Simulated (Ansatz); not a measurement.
# C2H5GeN (SMILES C1=[N][GeH2][CH2]1) at RPA@PBE/def2-SVP

Aim: the vertical singlet–triplet gap of C2H5GeN at RPA@PBE/def2-SVP, from 2 runs. 

The calculation is run with Ansatz 0.2.0.

82 further runs of the same task are left out: 82 set aside as unsound or not needed.

## (1) The system as given

C2H5GeN has 9 atoms, charge 0, and is taken as a singlet. As SMILES, `C1=[N][GeH2][CH2]1`. Geometry: relaxed at PBE0-D4/def2-TZVP.

Bond lengths: C1–N2 1.278 Å, N2–Ge3 1.910 Å, C1–C4 1.512 Å, Ge3–C4 1.983 Å, C1–H5 1.098 Å, Ge3–H6 1.538 Å, Ge3–H7 1.538 Å, C4–H8 1.092 Å, C4–H9 1.092 Å. Some angles: C1–N2–Ge3 89.9°, N2–C1–C4 114.8°, N2–Ge3–C4 74.4°, C1–C4–Ge3 80.9°, N2–C1–H5 121.7°, C4–C1–H5 123.5°, N2–Ge3–H6 115.0°, N2–Ge3–H7 115.0°, C4–Ge3–H6 118.6°, C4–Ge3–H7 118.6°.

## (2) The energy at RPA@PBE/def2-SVP

The input, input.yaml:

```yaml
crystal:
  periodic: [false, false, false]
  atoms:
    - {symbol: C, position_ang: [-0.186800, -0.549700, -1.075100]}
    - {symbol: N, position_ang: [1.035900, -0.182500, -1.141500]}
    - {symbol: Ge, position_ang: [0.903900, 0.560600, 0.613000]}
    - {symbol: C, position_ang: [-0.885400, -0.197100, 0.218500]}
    - {symbol: H, position_ang: [-0.675600, -1.079500, -1.903400]}
    - {symbol: H, position_ang: [1.056500, 2.089100, 0.684100]}
    - {symbol: H, position_ang: [1.776000, -0.127000, 1.676700]}
    - {symbol: H, position_ang: [-1.720500, 0.497400, 0.107000]}
    - {symbol: H, position_ang: [-1.215600, -1.057700, 0.803700]}
basis:
  gaussian: {orbitals: def2-SVP}
hamiltonian: {xc: {name: PBE}}
correlation: {method: rpa, frozen_orbitals: {C: 1, Ge: 9, H: 0, "N": 1}}
accuracy: high
```

Run with:

```
$ ansatz run input.yaml --threads 1 --pin off --max-ram 3480MiB --events-out events.jsonl --progress --plain --runs-dir runs
```

Output:

```text
Warning: RAYON_NUM_THREADS=1 ignored (pool sized by the plan → 1); use --threads N
Functional definition: PBE
  name "PBE"
  parameter kappa = 0.804
  parameter beta = 0.06672455060314922
  exchange = pbe_x(kappa = kappa, mu = beta*pi^2/3)
  correlation = pbe_c(beta = beta)
2271 factors; integrals over basis functions are off by at most 4.6e-9 eV
mean field evaluation 1: about -60129.0717 eV, gradient 6.6e1 eV
mean field evaluation 2: about -60129.0621 eV, gradient 6.6e1 eV
mean field evaluation 4: about -60137.1139 eV, gradient 2.8e1 eV
mean field evaluation 8: about -60139.1930 eV, gradient 2.9e-1 eV
mean field evaluation 16: about -60139.1921 eV, gradient 1.4e-4 eV
mean field -60139.19209038 eV, -2210.0745455130 hartree, gradient 6.5e-9 eV, S^2 0.000000; 0 other end points of the search recorded, 0 dependent functions left out
12 core orbitals not correlated: weight in the atoms' cores, before any rotation towards them, 1.000 or more for the frozen orbitals, at most 0.000 for the correlated occupied ones
reference -60082.66052310 eV, -2207.9970487341 hartree; 16, 16 occupied and 71, 71 virtual orbitals, 2271 factors
Total energy: -60110.74481820 eV, -2209.0291275425 hartree
```

Wall time 8.4 s (1 thread of AMD EPYC 9R45 (Zen 5), shared host); peak memory 0.41 GiB.

## (3) The triplet, same level

The input, run.yaml:

```yaml
crystal:
  periodic: [false, false, false]
  atoms:
    - symbol: C
      position_ang: [-0.186800, -0.549700, -1.075100]
    - symbol: "N"
      position_ang: [1.035900, -0.182500, -1.141500]
    - symbol: Ge
      position_ang: [0.903900, 0.560600, 0.613000]
    - symbol: C
      position_ang: [-0.885400, -0.197100, 0.218500]
    - symbol: H
      position_ang: [-0.675600, -1.079500, -1.903400]
    - symbol: H
      position_ang: [1.056500, 2.089100, 0.684100]
    - symbol: H
      position_ang: [1.776000, -0.127000, 1.676700]
    - symbol: H
      position_ang: [-1.720500, 0.497400, 0.107000]
    - symbol: H
      position_ang: [-1.215600, -1.057700, 0.803700]
basis:
  gaussian:
    orbitals: def2-SVP
magnetization:
  spin_polarized: true
  initial_magnetization: 2
hamiltonian:
  xc: pbe
correlation:
  method: rpa
  frozen_orbitals: {C: 1, Ge: 9, H: 0, "N": 1}
accuracy: high
```

Run with:

```
$ ansatz run run.yaml --threads 1 --pin off --max-ram 3480MiB --events-out events.jsonl --progress --plain --runs-dir runs
```

Output (excerpt; [...] marks lines left out):

```text
Warning: RAYON_NUM_THREADS=1 ignored (pool sized by the plan → 1); use --threads N
[... 2 set-up lines as earlier in the session ...]
[...]
2271 factors; integrals over basis functions are off by at most 4.6e-9 eV
[...]
mean field -60135.23153618 eV, -2209.9289978307 hartree, gradient 4.6e-8 eV, S^2 2.004503; 8 other end points of the search recorded, 0 dependent functions left out
12 core orbitals not correlated: weight in the atoms' cores, before any rotation towards them, 1.000 or more for the frozen orbitals, at most 0.000 for the correlated occupied ones
reference -60079.08700913 eV, -2207.8657245177 hartree; 17, 15 occupied and 70, 72 virtual orbitals, 2271 factors
Total energy: -60106.50719107 eV, -2208.8733976181 hartree
```

Wall time 21 s (1 thread of AMD EPYC 9R45 (Zen 5), shared host); peak memory 0.52 GiB.

## (4) Results

Level: RPA@PBE/def2-SVP, 12 core orbitals frozen.

| quantity | value |
| --- | --- |
| singlet: total energy | -2209.02913 Eh |
| singlet: RPA correlation energy (valence) | -1032.1 mEh |
| triplet: total energy | -2208.87340 Eh |
| triplet: RPA correlation energy (valence) | -1007.7 mEh |
| triplet: ⟨S²⟩ of the reference determinant | 2.005 |
| vertical energy of the triplet above the singlet | 4.238 eV |

In words: At this shape the triplet lies 4.24 eV (409 kJ/mol) above the singlet.
